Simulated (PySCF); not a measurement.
# B₂H₆O₂P₂: electronic excitations and core binding energies

Wanted: the electronic excitations and core binding energies of B₂H₆O₂P₂ (`OB(O)B(P)P`), by calculation.

Programs: PySCF 2.14.0, with density-fitted response routines of our own. Each step states its level of theory. These are calculated values for one molecule in the gas phase, unless marked as measured. Atoms are numbered from 0 throughout.

**1. Starting geometry**

12 atoms, charge 0, multiplicity 1; geometry from: GFN2-xTB.

Bonds of the start (Å): O0–B1 1.36, B1–O2 1.37, B1–B3 1.68, B3–P4 1.88, B3–P5 1.89, O0–H6 0.96, O2–H7 0.95, P4–H8 1.38, P4–H9 1.39, P5–H10 1.38, P5–H11 1.38.

**2. TDDFT and polarisability: CAM-B3LYP/def2-SVPD**

What the job is given:

```
{"job": {"kind": "uv", "xc": "CAM-B3LYP", "basis": "def2-SVPD", "nstates": 8, "ntriplets": 3}, "charge": 0, "multiplicity": 1}
O     -1.614114     0.013676     1.643092
B     -1.198454    -0.174769     0.367084
O     -2.172657    -0.581690    -0.512612
B      0.412761     0.087737    -0.027244
P      1.813653    -0.886215     0.759038
P      0.938329     1.360535    -1.316178
H     -2.550446    -0.154823     1.772641
H     -1.921247    -0.701624    -1.425769
H      1.312358    -2.176780     0.733023
H      2.653068    -1.045068    -0.333891
H      2.130028     1.796338    -0.761735
H      0.197920     2.461998    -0.923476
```

Level: TDDFT CAM-B3LYP/def2-SVPD, vertical, gas phase, core orbitals frozen in the response.

The run is started by

```bash
OMP_NUM_THREADS=1 python probes_run.py task.json out
```

The driver reads the jobs from task.json and runs them one after another.

**Question.** This job is followed by: delta-SCF UKS SCAN, pcX-2 on the ionised atom, pcseg-1 elsewhere, spin-free X2C. What will the session give for the following? lowest singlet (CAM-B3LYP/def2-SVPD); lowest triplet; O1s binding energies, SCAN/pcX-2; B1s binding energies, SCAN/pcX-2 (standing for 1 of 2 atoms); P1s binding energies, SCAN/pcX-2; P2p binding energies, SCAN/pcX-2.

As calculated:

| quantity | value |
| --- | --- |
| lowest singlet (CAM-B3LYP/def2-SVPD) | 4.56 eV (272 nm), f = 0.100 |
| lowest triplet | 3.63 eV |
| O1s binding energies, SCAN/pcX-2 | O0 538.76 eV |
| B1s binding energies, SCAN/pcX-2 (standing for 1 of 2 atoms) | B1 196.68 eV |
| P1s binding energies, SCAN/pcX-2 | P4 2149.65 eV |
| P2p binding energies, SCAN/pcX-2 | P4 136.42 eV |

The first singlet state (HOMO→LUMO 0.81, HOMO−2→LUMO 0.15) lies at 4.56 eV and is bright. The lowest triplet lies 0.93 eV below the lowest singlet (triplets in Tamm-Dancoff, singlets in full TDDFT).
